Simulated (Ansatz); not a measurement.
**CH6BCl2N: a ladder of functionals and wavefunction methods**

Aim: compute CH6BCl2N with functionals from several rungs and with coupled cluster, and see how far each lands from CCSD(T) at the basis-set limit for the atomisation energy.

Program: Ansatz 0.2.0, Gaussian basis. Level of theory: functionals in def2-TZVPP, the program's frozen cores in correlated methods. These are calculated values, not measurements.

Levels to be run: LDA (SPW92), PBE-D4, revPBE-D4, BLYP-D4, r2SCAN-D4, B97M-V, PBE0-D4, B3LYP-D4, r2SCANh-D4, r2SCAN0-D4, HSE06-D4, BHLYP-D4, CAM-B3LYP-D4, LC-ωPBE, ωB97X-V, ωB97M-V, B2PLYP, PBE-QIDH; CCSD(T)/def2-SVP; CCSD(T)/def2-TZVPP; MP2/def2-QZVPP; extrapolation to the limit; RPA on PBE.

## (1) The geometry

All runs share one geometry, relaxed beforehand with PBE0-D4 in a triple-zeta def2 set.

SMILES `C[B-]([NH3+])(Cl)Cl`, 11 atoms, charge 0, spin multiplicity 1.

Atoms are counted from 1 here; the program's logs count them from 0.

Bond lengths: C1–B2 1.585 Å, C1–H6 1.092 Å, C1–H7 1.095 Å, C1–H8 1.095 Å, B2–N3 1.625 Å, B2–Cl4 1.853 Å, B2–Cl5 1.853 Å, N3–H9 1.017 Å, N3–H10 1.017 Å, N3–H11 1.017 Å. Angles: B2–C1–H6 109.7°, B2–C1–H7 112.3°, B2–C1–H8 112.3°, H6–C1–H7 106.9°, H6–C1–H8 106.9°, H7–C1–H8 108.4°, C1–B2–N3 109.8°, C1–B2–Cl4 113.8°, C1–B2–Cl5 113.8°, N3–B2–Cl4 103.0°, N3–B2–Cl5 103.0°, Cl4–B2–Cl5 112.2°, B2–N3–H9 109.0°, B2–N3–H10 110.6°, B2–N3–H11 110.6°, H9–N3–H10 108.6°, H9–N3–H11 108.6°, H10–N3–H11 109.6°.

## (2) LDA

This LDA is Slater exchange with PW92 correlation.

File in.yaml:

```yaml
crystal:
  periodic: [false, false, false]
  atoms:
    - {symbol: C, position_ang: [-1.212377, 0.255358, 0.570848]}
    - {symbol: B, position_ang: [0.011033, 0.415546, -0.424828]}
    - {symbol: N, position_ang: [1.148017, -0.694845, -0.083508]}
    - {symbol: Cl, position_ang: [-0.410789, 0.052032, -2.192188]}
    - {symbol: Cl, position_ang: [0.922468, 2.018010, -0.237700]}
    - {symbol: H, position_ang: [-1.975204, 1.001631, 0.340542]}
    - {symbol: H, position_ang: [-0.920395, 0.409158, 1.615262]}
    - {symbol: H, position_ang: [-1.690512, -0.726450, 0.486297]}
    - {symbol: H, position_ang: [1.926261, -0.581347, -0.728665]}
    - {symbol: H, position_ang: [1.493502, -0.572180, 0.865018]}
    - {symbol: H, position_ang: [0.773294, -1.634114, -0.190578]}
basis:
  gaussian: {orbitals: def2-TZVPP}
hamiltonian: {xc: lda}
output: {orbitals: {seedname: orbitals}}
```

Command:

```
ansatz run in.yaml --threads 4 --pin off --events-out ev --progress --plain --max-ram 10444MiB
```

After this run come: PBE-D4 (GGA); revPBE-D4 (GGA); BLYP-D4 (GGA); r2SCAN-D4 (meta-GGA); B97M-V (meta-GGA); PBE0-D4 (hybrid); B3LYP-D4 (hybrid); r2SCANh-D4 (hybrid); r2SCAN0-D4 (hybrid); HSE06-D4 (hybrid); BHLYP-D4 (hybrid); CAM-B3LYP-D4 (range-separated); LC-ωPBE (range-separated); ωB97X-V (range-separated); ωB97M-V (range-separated); B2PLYP (double hybrid); PBE-QIDH (double hybrid); CCSD(T) in def2-SVP; CCSD(T) in def2-TZVPP; MP2 in def2-QZVPP; RPA on PBE orbitals.

Q: Predict the results of all the runs planned. Wanted: atomisation energy, CCSD(T)/CBS; farthest beyond LDA; mean size of error, GGA; mean size of error, meta-GGA; mean size of error, hybrid; mean size of error, range-separated; mean size of error, double hybrid; gap, smallest and largest; T1 diagnostic.

As calculated:

| quantity | value |
| --- | --- |
| atomisation energy, CCSD(T)/CBS | 3946.3 kJ/mol |
| functionals within 19.7 kJ/mol (0.5 %) | revPBE-D4, r2SCAN-D4, B3LYP-D4, r2SCANh-D4, CAM-B3LYP-D4, LC-ωPBE, ωB97X-V, PBE-QIDH |
| farthest beyond LDA | BHLYP-D4 (-96.3 kJ/mol) |
| mean size of error, GGA | 36.6 kJ/mol |
| mean size of error, meta-GGA | 21.8 kJ/mol |
| mean size of error, hybrid | 30.3 kJ/mol |
| mean size of error, range-separated | 17.4 kJ/mol |
| mean size of error, double hybrid | 24.3 kJ/mol |
| gap, smallest and largest | 5.23 eV (BLYP-D4), 12.50 eV (LC-ωPBE) |
| T1 diagnostic | 0.0083 |
| triples share of the correlation energy | 3.9 % |

What this shows: The LDA atomisation energy is off by 562.8 kJ/mol (14 %): it overbinds. PBE-D4 misses by +80.0 kJ/mol. Double hybrids carry the basis error of their MP2 part in triple zeta, and no dispersion term here, so their miss is partly the set-up's. By mean error the best rung here is range-separated (17.4 kJ/mol) and the worst beyond LDA is GGA (36.6 kJ/mol). The gap between the best rungs is small, so their order is not settled. Misses under about 19.7 kJ/mol are within the doubt on the reference itself, which lacks core-valence correlation, relativity and higher excitations. Hartree-Fock recovers 74 % of the binding; the rest is correlation. CCSD(T) in def2-SVP is off by -199.6 kJ/mol, so the small basis spoils what the method gains. The gap grows from 5.2 to 12.5 eV across the functionals, mostly with the share of exact exchange.
